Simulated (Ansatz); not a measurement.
# C₆H₁₁ClO₂: up Jacob's ladder to CCSD(T)

The task here is to estimate one member of a computed series from the others.

Computed with Ansatz 0.2.0, Gaussian basis. Level: functionals in def2-TZVPP, the program's frozen cores in correlated methods.

The runs, in order: PBE-D4, r2SCAN-D4, PBE0-D4, B3LYP-D4, ωB97X-V, ωB97M-V, B2PLYP; CCSD(T)/def2-TZVPP; MP2/def2-QZVPP; extrapolation to the limit.

### Structure used throughout

An earlier PBE0-D4 in a triple-zeta def2 set relaxation fixed the geometry.

SMILES `CCCOC(=O)CCCl`, 20 atoms, charge 0, spin multiplicity 1.

Atoms are counted from 1 here; the program's logs count them from 0.

Bond lengths: C1–C2 1.519 Å, C1–H10 1.094 Å, C1–H11 1.092 Å, C1–H12 1.092 Å, C2–C3 1.513 Å, C2–H13 1.095 Å, C2–H14 1.093 Å, C3–O4 1.436 Å, C3–H15 1.092 Å, C3–H16 1.091 Å, O4–C5 1.332 Å, C5–O6 1.202 Å, C5–C7 1.508 Å, C7–C8 1.510 Å, C7–H17 1.096 Å, C7–H18 1.090 Å, C8–Cl9 1.786 Å, C8–H19 1.088 Å and more. Angles: C2–C1–H10 111.3°, C2–C1–H11 111.1°, C2–C1–H12 110.9°, H10–C1–H11 107.9°, H10–C1–H12 107.8°, H11–C1–H12 107.7°, C1–C2–C3 113.5°, C1–C2–H13 110.3°, C1–C2–H14 110.5°, C3–C2–H13 107.0°, C3–C2–H14 108.8°, H13–C2–H14 106.5°, C2–C3–O4 111.6°, C2–C3–H15 111.2°, C2–C3–H16 111.1°, O4–C3–H15 104.3°, O4–C3–H16 108.9°, H15–C3–H16 109.5° and more.

Geometry (Å):

```xyz
20
charge 0, multiplicity 1
C    -1.7207    1.6152    1.0441
C    -1.1653    1.7470   -0.3632
C    -1.3266    0.4934   -1.1949
O    -0.6919   -0.6375   -0.5772
C     0.6207   -0.7582   -0.7679
O     1.2834   -0.0233   -1.4505
C     1.1831   -1.9480   -0.0312
C     2.4467   -1.5803    0.7082
Cl    2.0953   -0.4556    2.0506
H    -2.7858    1.3665    1.0297
H    -1.2016    0.8321    1.6002
H    -1.6035    2.5486    1.5980
H    -1.6758    2.5549   -0.8988
H    -0.1062    2.0155   -0.3332
H    -2.3761    0.2037   -1.2727
H    -0.9109    0.6296   -2.1945
H     1.4318   -2.7048   -0.7840
H     0.4370   -2.3701    0.6415
H     2.9195   -2.4565    1.1478
H     3.1470   -1.0722    0.0477
```

The first run:

File in.yaml:

```yaml
crystal:
  periodic: [false, false, false]
  atoms:
    - {symbol: C, position_ang: [-1.720705, 1.615174, 1.044139]}
    - {symbol: C, position_ang: [-1.165323, 1.747042, -0.363175]}
    - {symbol: C, position_ang: [-1.326565, 0.493373, -1.194897]}
    - {symbol: O, position_ang: [-0.691883, -0.637549, -0.577174]}
    - {symbol: C, position_ang: [0.620684, -0.758162, -0.767942]}
    - {symbol: O, position_ang: [1.283388, -0.023256, -1.450458]}
    - {symbol: C, position_ang: [1.183053, -1.948040, -0.031156]}
    - {symbol: C, position_ang: [2.446693, -1.580309, 0.708166]}
    - {symbol: Cl, position_ang: [2.095273, -0.455608, 2.050574]}
    - {symbol: H, position_ang: [-2.785829, 1.366467, 1.029739]}
    - {symbol: H, position_ang: [-1.201592, 0.832134, 1.600179]}
    - {symbol: H, position_ang: [-1.603539, 2.548580, 1.598037]}
    - {symbol: H, position_ang: [-1.675779, 2.554886, -0.898778]}
    - {symbol: H, position_ang: [-0.106166, 2.015466, -0.333157]}
    - {symbol: H, position_ang: [-2.376105, 0.203734, -1.272666]}
    - {symbol: H, position_ang: [-0.910871, 0.629601, -2.194515]}
    - {symbol: H, position_ang: [1.431803, -2.704814, -0.783969]}
    - {symbol: H, position_ang: [0.437032, -2.370053, 0.641496]}
    - {symbol: H, position_ang: [2.919462, -2.456467, 1.147811]}
    - {symbol: H, position_ang: [3.146979, -1.072199, 0.047736]}
basis:
  gaussian: {orbitals: def2-TZVPP}
hamiltonian: {xc: pbe, dispersion: d4}
output: {forces: true, orbitals: {seedname: orbitals}}
```

Started as:

```sh
> ansatz run in.yaml --threads 4 --pin off --events-out ev --progress --plain --max-ram 66560MiB --backend cuda --devices 0, --max-vram 37GiB
```

Among the steps run: PBE-D4 (GGA); r2SCAN-D4 (meta-GGA); PBE0-D4 (hybrid); B3LYP-D4 (hybrid); ωB97X-V (range-separated); ωB97M-V (range-separated); B2PLYP (double hybrid); CCSD(T) in def2-TZVPP; MP2 in def2-QZVPP.

One of the session's tables, all rows but one given; the rest of the session is left out.

```
            method  atomisation energy (kJ/mol)
            PBE-D4                       8399.7
         r2SCAN-D4                       8207.0
           PBE0-D4                       8237.6
          B3LYP-D4                       8159.2
           ωB97X-V                       8188.5
           ωB97M-V                       8198.4
            B2PLYP                       8082.0
     HF/def2-TZVPP                       5947.0
    MP2/def2-TZVPP                       8132.5
   CCSD/def2-TZVPP                       7837.6
CCSD(T)/def2-TZVPP                       7969.1
           MP2/CBS                            ?
       CCSD(T)/CBS                       8162.9
```

Estimate the missing values for MP2/CBS.

As computed: atomisation energy (kJ/mol): 8326.3. In the column «atomisation energy (kJ/mol)» it lies between PBE0-D4 (8237.6) and PBE-D4 (8399.7).
